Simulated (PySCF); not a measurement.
# C2H8BFS: the cost of one run

Computed with PySCF 2.14.0, with density-fitted response routines of our own, on a single molecule in the gas phase. Atoms are numbered from 0 throughout.

## 1. Starting geometry

13 atoms, charge 0, multiplicity 1; geometry from: GFN2-xTB. The atoms were then displaced at random by about 0.01 Å, so the start is not that level's minimum.

Bonds of the start (Å): B0–S1 2.00, S1–C2 1.82, S1–C3 1.80, C3–F4 1.39, B0–H5 1.19, B0–H6 1.16, B0–H7 1.20, C2–H8 1.06, C2–H9 1.10, C2–H10 1.09, C3–H11 1.11, C3–H12 1.07.

## 2. Relaxing the molecule at PBE0-D3(BJ)/def2-SVP

Job settings and geometry (Å):

```
{"job": {"xc": "PBE0", "basis": "def2-SVP", "d3": "d3bj", "grid": 1, "shake": 0.01, "kind": "geom"}, "charge": 0, "multiplicity": 1}
B      1.687540    -0.349190     0.419490
S      0.229260     0.050940    -0.891440
C     -0.592950     1.516870    -0.180360
C     -0.930070    -1.197180    -0.316220
F     -2.180520    -1.022350    -0.906270
H      1.115380    -0.314920     1.467070
H      2.082650    -1.386630     0.079280
H      2.454060     0.563740     0.250930
H     -1.587440     1.589860    -0.537510
H     -0.566920     1.441400     0.921240
H     -0.009060     2.382060    -0.478070
H     -1.083920    -1.121310     0.776320
H     -0.612190    -2.170170    -0.614820
```

Started as:

```bash
$ OMP_NUM_THREADS=1 python probes_run.py task.json out
```

One launch serves the whole session: the jobs run in the order shown.

Q: Estimate the wall time and peak memory of this first job on 1 thread of Arm Neoverse V2, shared host.

About 44 s, with a peak of 0.48 GiB.
